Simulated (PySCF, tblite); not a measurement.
**C3H8BNS: geometry, infrared bands and NMR shifts**

Aim: predict the infrared bands and NMR shifts of C3H8BNS (`[BH3-][S@+](C)CC#N`).

Programs: tblite 0.8.0 and PySCF 2.14.0, with density-fitted response routines of our own. Each step states its level of theory. These are calculated values for one molecule in the gas phase, unless marked as measured. Atoms are numbered from 0 throughout.

**1. The starting structure**

14 atoms, charge 0, multiplicity 1; geometry from: force field or distance geometry start.

Bonds of the start (Å): B0–S1 1.84, S1–C2 1.77, S1–C3 1.78, C3–C4 1.47, C4–N5 1.17, B0–H6 1.21, B0–H7 1.19, B0–H8 1.19, C2–H9 1.10, C2–H10 1.10, C2–H11 1.14, C3–H12 1.13, C3–H13 1.10.

**2. Optimising the geometry with GFN2-xTB**

The job: settings as JSON, then the geometry in Å.

```
{"job": {"kind": "relax", "xc": "GFN2-xTB", "basis": "xTB"}, "charge": 0, "multiplicity": 1}
B     -1.813000    -0.642600     0.052500
S     -0.154400     0.026200     0.499000
C     -0.087700     1.689300    -0.097400
C      1.069600    -1.018900    -0.254400
C      2.419000    -0.545000     0.093100
N      3.494900    -0.174200     0.360100
H     -2.057300    -0.202100    -1.042200
H     -2.567600    -0.251700     0.882100
H     -1.799500    -1.828700    -0.001600
H      0.699000     2.293500     0.379100
H     -0.039400     1.681600    -1.197000
H     -1.081800     2.150200     0.199500
H      0.954200    -2.071700     0.151800
H      0.963300    -1.106500    -1.346600
```

Launch:

```console
OMP_NUM_THREADS=1 python probes_run.py task.json out
```

One launch serves the whole session: the jobs run in the order shown.

**Question.** This job is followed by: GFN2-xTB harmonic vibrations, gas phase; GIAO PBE0/pcSseg-1 NMR shielding, non-relativistic, gas phase. What will the session give for the following? strongest single infrared mode (GFN2-xTB); zero-point energy (GFN2-xTB); 13C shifts against TMS (PBE0/pcSseg-1); 1H shifts against TMS (PBE0/pcSseg-1, means over atoms taken as alike); 11B shifts against BF3·OEt2 (PBE0/pcSseg-1); 33S shifts against CS2 (PBE0/pcSseg-1); 15N shifts against NH3 (PBE0/pcSseg-1).

As calculated:

```
                                                              quantity                       value
                             strongest single infrared mode (GFN2-xTB)       1096 cm⁻¹, 272 km/mol
                                          zero-point energy (GFN2-xTB)               65.2 kcal/mol
                                13C shifts against TMS (PBE0/pcSseg-1)       118.5, 33.9, 31.4 ppm
1H shifts against TMS (PBE0/pcSseg-1, means over atoms taken as alike)  3.28, 2.82, 2.43, 1.93 ppm
                           11B shifts against BF3·OEt2 (PBE0/pcSseg-1)                   -23.7 ppm
                                33S shifts against CS2 (PBE0/pcSseg-1)                      48 ppm
                                15N shifts against NH3 (PBE0/pcSseg-1)                   312.8 ppm
```

**Reading.** Over 71 steps the energy fell by 0.624 eV; of the close pairs, B0–S1 changed most, 1.843 to 1.968 Å. No mode is imaginary among the 36: a minimum at this level. The strongest single mode, at 1096 cm⁻¹, moves mainly H6, H8 and H7. GFN2-xTB is a fitted tight-binding method: band positions and strengths are rough. Its intensities can rank the bands wrongly. The most deshielded carbon is C4 (nitrile carbon), at 118.5 ppm: this is the usual window of a C≡N carbon, which has no attached hydrogen. At PBE0/pcSseg-1: The widest tensor belongs to N5: span 505 ppm, with a paramagnetic part of -384 ppm.
